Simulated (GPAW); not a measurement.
Runs of GPAW 26.7.0 on HPbNO4. The typed cell holds 7 atoms: a = 3.858 Å, b = 5.535 Å, c = 6.055 Å, α = 106.62°, β = 93.97°, γ = 90.45°. The cell was built by a generator and needn't be a form met in nature.

| task | level | potentials or basis | k mesh | ranks | band path | band points | gap on the mesh (eV) | pressure (GPa) | largest force (eV/Å) |
| --- | --- | --- | --- | --- | --- | --- | --- | --- | --- |
| band structure | revPBE | the program's PAW data sets (release 1.2.1) made for this functional, pw | 5 × 4 × 4 | 8 | XGY,LGZ,NGM,RG | 100 | (a) | (b) | 0.25 |
| band structure | GLLB-SC | the program's PAW data sets (release 1.2.1) made for this functional, pw | 5 × 4 × 4 | 8 | XGY,LGZ,NGM,RG | 100 | 4.54 | - | - |
| single point | PBE | GPAW PAW data sets (gpaw-data 1.2.1), pw | 4 × 3 × 3 | - | - | - | 3.22 | -0.3 | 0.13 |
| single point | PBE+D4 | GPAW PAW data sets (gpaw-data 1.2.1), pw | 4 × 3 × 3 | - | - | - | 3.22 | -1.1 | 0.12 |

Alike in all rows: no spin polarisation; cell as given; cutoff (eV) 800; smearing fermi-dirac 0.05 eV.

**Question.** Estimate the missing entries.

**Answer.** (a) 3.17; (b) 1.3.

Caveats: spin-orbit coupling is left out, which as a rule narrows the gap of such compounds by several tenths of an eV; an odd mesh through Γ misses points on the zone boundary, where band edges often lie (some runs); the GLLB-SC gap is the Kohn-Sham gap of the path plus the derivative discontinuity (some runs); a model potential gives levels but no total energy (some runs).

A k mesh can miss the band edges, and the runs leave out spin-orbit coupling on Pb.

Not every run made on this cell is shown here.
